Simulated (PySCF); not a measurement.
**CoOF₂: relaxation and vibrations of the quartet**

Aim: relax CoOF₂ as a quartet from a trigonal pyramidal start, check by its vibrations whether the end is a minimum, and collect its spectrum and constants.

Computed with PySCF 2.14.0. Level: PBE0, basis Co def2-TZVP, O def2-TZVP, F def2-TZVP, no relativity, density fitting.

## (1) The starting structure

4 atoms, charge 0, spin multiplicity 4.

Bond lengths: Co1–O2 1.600 Å, Co1–F3 1.750 Å, Co1–F4 1.750 Å. Angles: O2–Co1–F3 99.8°, O2–Co1–F4 99.7°, F3–Co1–F4 99.8°.

Coordinates in bohr (charge 0 multiplicity 4):
```
Co    0.0000   -0.7323    0.0000
O     2.8568    0.2579    0.0001
F    -1.2027    1.0272   -2.5288
F    -1.2025    1.0272    2.5287
```

## (2) The SCF at the typed geometry

One driver script runs all steps and calls PySCF; scf.py shows how it sets up the SCF of each step. The optimiser is the driver's own. After this first run the driver tries any further starts and a stability analysis.

scf.py

```python
from pyscf import gto, scf, dft
mol = gto.M(atom='''
Co    -0.000000    -0.387500    -0.000000
O      1.511770     0.136480     0.000050
F     -0.636430     0.543570    -1.338180
F     -0.636350     0.543560     1.338140''',
    basis={'Co': 'def2-TZVP', 'O': 'def2-TZVP', 'F': 'def2-TZVP'},
    charge=0, spin=3)
mf = dft.UKS(mol, xc='PBE0')
mf.grids.atom_grid = (50, 194)
aux = {'Co': 'def2-universal-JKFIT', 'O': 'def2-universal-JKFIT', 'F': 'def2-universal-JKFIT'}
mf = mf.density_fit(auxbasis=aux)
mf.conv_tol = 1e-08
mf.diis_space = 10
mf.max_cycle = 60
mf.init_guess = 'minao'
mf.verbose = 4
mf.kernel()
```

Command:

```
$ OMP_NUM_THREADS=4 python axn.py task.json out
```

After this run come: Relaxing the quartet from the trigonal pyramidal start; Vibrations and properties at this point.

Before running it: what results should come out? Wanted: minimum; geometry; wavenumbers; dipole moment; highest occupied, lowest empty level; polar-tensor charge of Co1; zero-point energy; atomisation energy; ⟨S²⟩.

As calculated:

| quantity | value |
| --- | --- |
| minimum | quartet, C2v |
| geometry | Co–F 1.705 Å (×2), Co–O 1.567 Å; F–Co–F 146.7°, F–Co–O 106.6° (×2) |
| wavenumbers (cm⁻¹) | 181 (b1), 206 (a1), 237 (b2), 649 (a1), 787 (b2), 980 (a1) |
| dipole moment | 0.51 D |
| highest occupied, lowest empty level (either spin) | -10.34, -5.62 eV |
| polar-tensor charge of Co1 | +1.44 e |
| zero-point energy | 18.2 kJ/mol |
| entropy at 298.15 K | 307.1 J/(mol K) |
| atomisation energy (no zero-point energy) | 1084 kJ/mol |
| ⟨S²⟩ | 3.797 |

The trigonal pyramidal start (Cs) ends in a minimum of C2v symmetry. In the infrared the band at 787 cm⁻¹ (b2, stretch) leads. Most of the spin sits on Co1 (Mulliken spin 2.04, against 3 for the whole molecule). Other starts or spin states, not run here, may lie lower. One determinant may miss the lowest occupation of an open d or f shell.
